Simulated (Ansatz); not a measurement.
This script for the Python package of Ansatz (0.2.0) starts 4 runs on CH4B2O, SMILES BB1CO1. What input does the engine get in each?

`ch4b2o.py`:
```python
"""Size of D3 and D4 in CH4B2O."""

from dataclasses import dataclass

import ansatz as az
from ase import Atoms


@dataclass(frozen=True)
class RunConfig:
    basis: str = "def2-SVP"


opts = RunConfig()


def main() -> None:
    atoms = Atoms(["B", "B", "C", "O", "H", "H", "H", "H"], positions=[
        (-0.913, 1.2565, -0.3373),
        (-0.2429, -0.1904, -0.3081),
        (0.7621, -1.0752, 0.4535),
        (0.7254, -1.2326, -0.8889),
        (-1.2592, 1.7758, -1.4026),
        (-1.1697, 1.9003, 0.6553),
        (0.3943, -1.9191, 1.0499),
        (1.7951, -0.5724, 0.7223),
    ])
    ch4b2o = az.Crystal.molecule_from_ase(atoms)

    setup = ch4b2o.calculation().basis(gaussian=opts.basis)
    for name in ["b3lyp", "pbe0"]:
        for correction in ("d3bj", "d4"):
            report = setup.functional(name, dispersion=correction).run(threads=1).report
            print(f"{name:8s} {correction:5s} total {report['free_energy_ev']:.5f} eV, of which dispersion {1000 * report['dispersion']['energy']['ev']:.2f} meV")


if __name__ == "__main__":
    main()
```

Run 1:
```yaml
crystal:
  periodic: [false, false, false]
  atoms:
    - { symbol: B, position_ang: [-0.913, 1.2565, -0.3373] }
    - { symbol: B, position_ang: [-0.2429, -0.1904, -0.3081] }
    - { symbol: C, position_ang: [0.7621, -1.0752, 0.4535] }
    - { symbol: O, position_ang: [0.7254, -1.2326, -0.8889] }
    - { symbol: H, position_ang: [-1.2592, 1.7758, -1.4026] }
    - { symbol: H, position_ang: [-1.1697, 1.9003, 0.6553] }
    - { symbol: H, position_ang: [0.3943, -1.9191, 1.0499] }
    - { symbol: H, position_ang: [1.7951, -0.5724, 0.7223] }
basis:
  gaussian:
    orbitals: def2-SVP
hamiltonian:
  xc: b3lyp
  dispersion: d3bj
```

Run 2, against run 1:
```diff
-  dispersion: d3bj
+  dispersion: d4
```

Run 3, against run 1:
```diff
-  xc: b3lyp
+  xc: pbe0
```

Run 4, against run 1:
```diff
-  xc: b3lyp
-  dispersion: d3bj
+  xc: pbe0
+  dispersion: d4
```

```console
$ python ch4b2o.py
b3lyp    d3bj  total -4495.63276 eV, of which dispersion -187.95 meV
b3lyp    d4    total -4495.61716 eV, of which dispersion -172.34 meV
pbe0     d3bj  total -4489.76044 eV, of which dispersion -92.24 meV
pbe0     d4    total -4489.75737 eV, of which dispersion -89.17 meV
```

What to keep in mind:
- Total energies depend on the basis set; only differences at equal settings carry meaning.
- The geometry is a force-field or estimated start, not a minimum of this method, and the basis set is short of its limit. D4 holds the three-body term, and d3bj doesn't.
- b3lyp holds the VWN-RPA fit, as in Gaussian; the form of ORCA and Turbomole is b3lyp5.
- It ran for 11 s on 1 thread of Arm Neoverse N1, with other jobs on the host, peak memory 0.2 GiB.
